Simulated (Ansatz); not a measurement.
**CH4AlF2N: how energies converge with the basis set**

The task here is to estimate one member of a computed series from the others.

Method: one geometry, several basis sets; program: Ansatz 0.2.0, Gaussian basis.

Plan: PBE0-D4/def2-SVP; ωB97M-V/def2-SVP; PBE0-D4/def2-QZVPP; ωB97M-V/def2-QZVPP; CCSD(T)/cc-pV(D+d)Z; CCSD(T)/cc-pV(T+d)Z; CCSD(T)/cc-pV(Q+d)Z; the functionals' def2-TZVPP values are taken from earlier runs.

### The relaxed structure

All runs share one geometry, relaxed beforehand with PBE0-D4 in a triple-zeta def2 set.

SMILES `C[NH][Al]([F])[F]`, 9 atoms, charge 0, spin multiplicity 1.

Atoms are counted from 1 here; the program's logs count them from 0.

Bond lengths: C1–N2 1.450 Å, C1–H6 1.096 Å, C1–H7 1.096 Å, C1–H8 1.092 Å, N2–Al3 1.747 Å, N2–H9 1.008 Å, Al3–F4 1.641 Å, Al3–F5 1.641 Å. Angles: N2–C1–H6 112.1°, N2–C1–H7 112.1°, N2–C1–H8 110.0°, H6–C1–H7 107.9°, H6–C1–H8 107.3°, H7–C1–H8 107.3°, C1–N2–Al3 127.9°, C1–N2–H9 112.6°, Al3–N2–H9 119.5°, N2–Al3–F4 120.8°, N2–Al3–F5 120.4°, F4–Al3–F5 118.9°.

The first run:

File in.yaml:

```yaml
crystal:
  periodic: [false, false, false]
  atoms:
    - {symbol: C, position_ang: [0.129500, -1.142898, 0.595498]}
    - {symbol: N, position_ang: [-0.389326, 0.190167, 0.356473]}
    - {symbol: Al, position_ang: [0.056558, 1.303741, -0.913634]}
    - {symbol: F, position_ang: [-0.648799, 2.781432, -1.020129]}
    - {symbol: F, position_ang: [1.191931, 0.885801, -2.022778]}
    - {symbol: H, position_ang: [-0.654226, -1.906270, 0.537349]}
    - {symbol: H, position_ang: [0.610671, -1.227740, 1.576121]}
    - {symbol: H, position_ang: [0.880541, -1.391054, -0.156930]}
    - {symbol: H, position_ang: [-1.088350, 0.460521, 1.030930]}
basis:
  gaussian: {orbitals: def2-SVP}
hamiltonian: {xc: pbe0, dispersion: d4}
output: {orbitals: {seedname: orbitals}}
```

Started as:

```console
> ansatz run in.yaml --threads 2 --pin off --events-out ev --progress --plain --max-ram 32768MiB --backend cpu
```

Among the steps run: PBE0-D4 in def2-SVP; ωB97M-V in def2-SVP; PBE0-D4 in def2-QZVPP; ωB97M-V in def2-QZVPP.

One table of the session follows, with a row left open; its other results are not shown here.

| functional | basis | HOMO (eV) |
| --- | --- | --- |
| PBE0-D4 | def2-SVP | -7.10 |
| PBE0-D4 | def2-TZVPP | -7.27 |
| PBE0-D4 | def2-QZVPP | ? |
| ωB97M-V | def2-SVP | -9.42 |
| ωB97M-V | def2-TZVPP | -9.61 |
| ωB97M-V | def2-QZVPP | -9.65 |

Q: Estimate the row for PBE0-D4, def2-QZVPP from the others.

As computed: HOMO (eV): -7.30. In the column «HOMO (eV)» it lies between ωB97M-V, def2-SVP (-9.42) and PBE0-D4, def2-TZVPP (-7.27).
